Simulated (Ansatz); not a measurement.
This script makes a scan of the energy under strain of Cu, space group P6_3/mmc with the Python package of Ansatz (0.2.0).

Script `strain_cu.py`:
```python
"""Energy of Cu under tetragonal strain, ions carried with the cell."""

import warnings

import ansatz
import numpy as np

FUNCTIONAL = "r2scan"
OCCUPATIONS = "fermi_dirac"
SIGMA = 0.1
CUTOFF = 520
KGRID = (16, 16, 9)

VECTORS = np.array([
    [2.534097, 0.0, 0.0],
    [-1.267048, 2.194592, 0.0],
    [0.0, 0.0, 4.112571],
])
SITES = [
    ("Cu", (1 / 3, 2 / 3, 0.25)),
    ("Cu", (2 / 3, 1 / 3, 0.75)),
]


def build(cell):
    crystal = ansatz.Crystal(lattice=ansatz.Lattice.of(cell))
    for symbol, position in SITES:
        crystal = crystal.atom(symbol, position)
    return crystal

warnings.simplefilter("ignore", ansatz.DeckWarning)

# clamped ions: the fractional positions stay as typed
values = np.linspace(-0.01, 0.01, 7)
energies = []
for d in values:
    strain = np.diag([d, d, (1 + d) ** -2 - 1])
    cell = VECTORS @ (np.eye(3) + strain)
    model = (
        build(cell).calculation()
        .functional(FUNCTIONAL)
        .occupations(OCCUPATIONS, width=SIGMA)
        .basis(CUTOFF)
        .kpoints(*KGRID)
        .stress()
    )
    report = model.run().report
    energies.append(report["free_energy_ev"] / len(SITES))
    s = report["stress_gpa"]
    print(f"d = {d:+.4f}  stress xx yy zz xy (GPa, compression positive): {s[0][0]:8.3f} {s[1][1]:8.3f} {s[2][2]:8.3f} {s[0][1]:8.3f}")
energies = np.array(energies)

for value, e in zip(values, energies):
    print(f"strain {value:7.3f}   E - Emin = {1000 * (e - energies.min()):9.3f} meV/atom")
curvature = 2 * np.polyfit(values, energies, 3)[1]
volume = abs(np.linalg.det(VECTORS)) / len(SITES)
print(f"d2E/dd2 over the volume: {curvature / volume * 160.21766:.1f} GPa")
```

How much energy does this tetragonal strain cost, and what curvature follows?

Against the unstrained cell the energy per atom changes by +2.12 meV at one end of the scan and +5.99 meV at the other, and its second derivative over the volume is 1136.2 GPa.

The run itself:

```console
$ python strain_cu.py
d = -0.0100  stress xx yy zz xy (GPa, compression positive):    1.833    1.833   -2.557   -0.000
d = -0.0067  stress xx yy zz xy (GPa, compression positive):    1.115    1.115   -1.326    0.000
d = -0.0033  stress xx yy zz xy (GPa, compression positive):    0.439    0.439   -0.060   -0.000
d = +0.0000  stress xx yy zz xy (GPa, compression positive):   -0.192   -0.192    1.231    0.000
d = +0.0033  stress xx yy zz xy (GPa, compression positive):   -0.775   -0.775    2.537    0.000
d = +0.0067  stress xx yy zz xy (GPa, compression positive):   -1.308   -1.308    3.851    0.000
d = +0.0100  stress xx yy zz xy (GPa, compression positive):   -1.787   -1.787    5.166   -0.000
strain  -0.010   E - Emin =     2.341 meV/atom
strain  -0.007   E - Emin =     0.703 meV/atom
strain  -0.003   E - Emin =     0.000 meV/atom
strain   0.000   E - Emin =     0.222 meV/atom
strain   0.003   E - Emin =     1.348 meV/atom
strain   0.007   E - Emin =     3.355 meV/atom
strain   0.010   E - Emin =     6.214 meV/atom
d2E/dd2 over the volume: 1136.2 GPa
```

Caveats:
- The curvature belongs to this strain pattern and to the cell's stress; it equals a single elastic constant only for simple patterns.
- In a metal a curvature from energy changes of a few meV or less hangs on mesh and smearing, in size and even in sign.
- This isn't the structure that Cu takes at ambient conditions.
- The ions keep their fractional positions (clamped ions).
- Processor time in the engine: 52 s on 1 thread of Intel(R) Xeon(R) Processor @ 2.30GHz, with other jobs on the host, peak memory 0.61 GiB.
